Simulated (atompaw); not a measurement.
**Selenium: generating and testing a PAW (atompaw) potential**

Task: generate the file, and judge it by its logarithmic derivatives, its ghosts and its cutoff.

Method: atompaw 4.2.0.5, PBE, scalar-relativistic.

## (1) Settings

The settings as typed:

| Item | Value |
| --- | --- |
| element | selenium (Se, Z = 34) |
| type | PAW |
| frozen core | [Ne] 3s2 |
| valence charge | 22 |
| reference configuration | 3p6 3d10 4s2 4p4 |
| partial waves | 4s (bound): rc 1.55 bohr; 4s channel at 2.55 Ry: rc 1.55 bohr; 3p (bound): rc 0.75 bohr; 4p (bound): rc 1.55 bohr; 3d (bound): rc 1.10 bohr; 3d channel at -2.6 Ry: rc 1.10 bohr |
| local potential | vpsmatchnc scheme with l = 3 at 0 Ry, radius 1.55 bohr |
| core correction | smooth core density matched at 1.10 bohr |
| augmentation charge | sinc compensation charge, radius 1.20 bohr; PAW radius 1.55 bohr; waves and projectors: custom rrkj gramschmidtortho |

The outer shells as boxes (Hund's rule for the drawing; the calculation is spin-unpolarised):

```
[Ne] core
3s [↑↓]
3p [↑↓][↑↓][↑↓]
3d [↑↓][↑↓][↑↓][↑↓][↑↓]
4s [↑↓]
4p [↑↓][↑ ][↑ ]
```

An earlier all-electron run gives the scale for the radii.

All-electron outer shells of the reference configuration (PBE, scalar-relativistic, ld1.x):

```csv
shell,level (eV),outermost node (bohr),outermost maximum (bohr)
2p,-1413.61,–,0.13
3s,-213.51,0.24,0.50
3p,-152.98,0.21,0.50
3d,-53.12,–,0.45
4s,-17.29,0.70,1.51
4p,-6.51,0.74,1.82
```

## (2) Generation

Se.input

```
Se 34
GGA-PBE scalarrelativistic loggrid 1500 logderivrange -13 5 451
4 4 3 0 0 0
4 1 4
0 0 0
c
c
c
v
c
v
v
v
2
1.55 1.20 1.55 1.10
y
2.55
n
n
y
-2.6
n
custom rrkj gramschmidtortho sinc
3 0 vpsmatchnc
1.55
1.55
0.75
1.55
1.10
1.10
PWSCFOUT
UPFDX 0.0125d0 UPFXMIN -7.d0 UPFZMESH 34.d0
END
```

Command:

```bash
$ atompaw < Se.input > Se.log
```

**Question.** What will these runs give? Wanted: cutoffs for 10 and 1 mRy, occupied levels; bound ghosts; largest phase difference near zero energy, channels read; lowest eigenvalue of the overlap; share of valence orbitals outside the PAW sphere; UPF file.

As calculated:

```
                                                quantity                             value
               cutoffs for 10 and 1 mRy, occupied levels                 200 Ry and 300 Ry
                                            bound ghosts                    s at -71.12 eV
largest phase difference near zero energy, channels read                         0.014 rad
         lowest eigenvalue of the overlap (Bessel basis)                         0.360 (s)
        share of valence orbitals outside the PAW sphere  4s 61 %, 3p 0 %, 4p 79 %, 3d 1 %
                                                UPF file                           written
```

In words: It has a bound ghost (s), a state that the atom doesn't have, and that rules the file out. It counts as very hard, with 200 Ry needed at the looser tolerance. The slowest occupied level is 3p: taken alone it needs 230 Ry to come within 1 mRy, against 140 Ry for 3d. Near zero energy the phases of the channels with partial waves agree within 0.014 rad. The pseudo curves have a pole with no partner nearby in the atom's: s at -5.22 Ry. All of this concerns the isolated atom, not yet a solid.
